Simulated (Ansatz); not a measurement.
# C₂H₇FGaNO: one species, many methods

The task here is to estimate one member of a computed series from the others.

Computed with Ansatz 0.2.0, Gaussian basis. Level: functionals in def2-TZVPP, the program's frozen cores in correlated methods.

Levels to be run: LDA (SPW92), PBE-D4, revPBE-D4, BLYP-D4, r2SCAN-D4, B97M-V, PBE0-D4, B3LYP-D4, r2SCANh-D4, r2SCAN0-D4, HSE06-D4, BHLYP-D4, CAM-B3LYP-D4, LC-ωPBE, ωB97X-V, ωB97M-V, B2PLYP, PBE-QIDH; CCSD(T)/def2-SVP; CCSD(T)/def2-TZVPP; MP2/def2-QZVPP; extrapolation to the limit; RPA on PBE.

## The geometry

An earlier PBE0-D4 in a triple-zeta def2 set relaxation fixed the geometry.

SMILES `CN[C](O)(F)[GaH2]`, 13 atoms, charge 0, spin multiplicity 1.

Atoms are counted from 1 here; the program's logs count them from 0.

Bond lengths: C1–N2 1.449 Å, C1–H7 1.092 Å, C1–H8 1.091 Å, C1–H9 1.097 Å, N2–C3 1.425 Å, N2–H10 1.016 Å, C3–O4 1.391 Å, C3–F5 1.396 Å, C3–Ga6 2.021 Å, O4–H11 0.969 Å, Ga6–H12 1.569 Å, Ga6–H13 1.565 Å. Angles: N2–C1–H7 109.5°, N2–C1–H8 109.0°, N2–C1–H9 114.3°, H7–C1–H8 107.6°, H7–C1–H9 107.5°, H8–C1–H9 108.8°, C1–N2–C3 116.0°, C1–N2–H10 112.5°, C3–N2–H10 110.1°, N2–C3–O4 116.0°, N2–C3–F5 104.1°, N2–C3–Ga6 113.4°, O4–C3–F5 107.3°, O4–C3–Ga6 107.1°, F5–C3–Ga6 108.5°, C3–O4–H11 109.2°, C3–Ga6–H12 120.4°, C3–Ga6–H13 117.7° and more.

Set-up of the first run:

File in.yaml:

```yaml
crystal:
  periodic: [false, false, false]
  atoms:
    - {symbol: C, position_ang: [-1.561610, -0.500798, 0.111152]}
    - {symbol: N, position_ang: [-0.731511, 0.467075, -0.576481]}
    - {symbol: C, position_ang: [0.675509, 0.271293, -0.470097]}
    - {symbol: O, position_ang: [1.143392, -0.990457, -0.822230]}
    - {symbol: F, position_ang: [1.215924, 1.183288, -1.377922]}
    - {symbol: Ga, position_ang: [1.407269, 0.685980, 1.367973]}
    - {symbol: H, position_ang: [-1.316576, -0.500577, 1.175488]}
    - {symbol: H, position_ang: [-2.606755, -0.204780, 0.012599]}
    - {symbol: H, position_ang: [-1.450486, -1.529816, -0.253081]}
    - {symbol: H, position_ang: [-0.994749, 0.582065, -1.550844]}
    - {symbol: H, position_ang: [0.848757, -1.199727, -1.720851]}
    - {symbol: H, position_ang: [0.594612, 0.297450, 2.652690]}
    - {symbol: H, position_ang: [2.776233, 1.439005, 1.451594]}
basis:
  gaussian: {orbitals: def2-TZVPP}
hamiltonian: {xc: lda}
output: {orbitals: {seedname: orbitals}}
```

Command:

```
$ ansatz run in.yaml --threads 2 --pin off --events-out ev --progress --plain --max-ram 32768MiB --backend cuda --devices 0, --max-vram 18GiB
```

Steps of the session up to this table: LDA; PBE-D4 (GGA); revPBE-D4 (GGA); BLYP-D4 (GGA); r2SCAN-D4 (meta-GGA); B97M-V (meta-GGA); PBE0-D4 (hybrid); B3LYP-D4 (hybrid); r2SCANh-D4 (hybrid); r2SCAN0-D4 (hybrid); HSE06-D4 (hybrid); BHLYP-D4 (hybrid); CAM-B3LYP-D4 (range-separated); LC-ωPBE (range-separated); ωB97X-V (range-separated); ωB97M-V (range-separated); B2PLYP (double hybrid); PBE-QIDH (double hybrid).

One of the session's tables, all rows but one given; the rest of the session is left out.

It belongs to the step «Orbital energies across the functionals». 

```
  functional  HOMO (eV)  LUMO (eV)  gap (eV)
 LDA (SPW92)      -5.71      -2.64      3.07
      PBE-D4          ?          ?         ?
   revPBE-D4      -5.49      -2.22      3.27
     BLYP-D4      -5.47      -2.33      3.15
   r2SCAN-D4      -5.82      -2.09      3.73
      B97M-V      -5.99      -2.35      3.64
     PBE0-D4      -6.90      -1.53      5.37
    B3LYP-D4      -6.71      -1.84      4.87
  r2SCANh-D4      -6.33      -1.80      4.53
  r2SCAN0-D4      -7.10      -1.38      5.72
    HSE06-D4      -6.50      -1.90      4.60
    BHLYP-D4      -8.22      -0.81      7.42
CAM-B3LYP-D4      -8.31      -0.66      7.64
     LC-ωPBE      -9.61       0.60     10.21
     ωB97X-V      -9.29       0.40      9.69
     ωB97M-V      -9.20       0.15      9.35
```

**Question.** Estimate the row for PBE-D4.

As computed: HOMO (eV): -5.56; LUMO (eV): -2.36; gap (eV): 3.20. In the column «HOMO (eV)» it lies between LDA (SPW92) (-5.71) and revPBE-D4 (-5.49).
